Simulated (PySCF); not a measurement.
**CsN−: from the state search to spectroscopic constants**

One table from this session's results is given with a row withheld; the runs are named, their logs left out.

Program: PySCF 2.14.0. Level of theory: Cs def2-SVPD with ECP46, N def2-SVPD, scalar-relativistic core potentials. These are calculated values, not measurements.

5 further runs of the same task are left out: 1 that didn't finish, 4 set aside as unsound or not needed.

The first run:

A driver script around PySCF takes these settings:

```yaml
atoms: Cs, N
charge: -1
basis: Cs def2-SVPD with ECP46, N def2-SVPD
Hamiltonian: scalar-relativistic core potentials
basis_functions: 47
electrons_treated: 17
masses_in_u: 132.9054, 14.0031
levels: PBE0, PBE, r²SCAN, M06, PW91, M06-2X, ωB97X, MP2, SCS-MP2
grid: 80 radial by 434 angular points
occupations: held fixed by the projection of orbital angular momentum
dissociation_limit: Cs− + N, each in its ground configuration
starting_distance_in_angstrom: 2.960
values_of_2S_to_try: 1, 3
```

Command:

```console
$ OMP_NUM_THREADS=1 python dia.py task.json out
```

Among the steps run: Set-up; The PBE0 curve of the state that the search chose; PBE (GGA); r²SCAN (meta-GGA); M06 (hybrid meta-GGA); PW91 (GGA); M06-2X (hybrid meta-GGA); ωB97X (range-separated hybrid).

One table of the session follows, with a row left open; its other results are not shown here.

| level | Re (Å) | ωe (cm⁻¹) | De (eV) |
| --- | --- | --- | --- |
| UHF-MP2 | 2.891 | 267.3 | 0.190 |
| UHF-SCS-MP2 | ? | ? | ? |
| PBE | 2.953 | 215.1 | 1.16 |
| PW91 | 2.940 | 220.0 | 1.20 |
| r²SCAN | 2.960 | 210.7 | 0.90 |
| PBE0 | 2.909 | 228.4 | 0.82 |
| M06 | 2.900 | 225.9 | 0.75 |
| M06-2X | 2.975 | 182.1 | 0.52 |
| ωB97X | 2.893 | 250.6 | 0.59 |

**Question.** Estimate the row for UHF-SCS-MP2.

**Answer.** Re (Å): 2.899; ωe (cm⁻¹): 263.0; De (eV): 0.188. In the column «Re (Å)» it lies between ωB97X (2.893) and M06 (2.900).

De is counted to Cs− + N in their ground configurations.

To keep in mind: At some levels the lowest empty orbital lies below the highest filled one (the two can be of opposite spin).
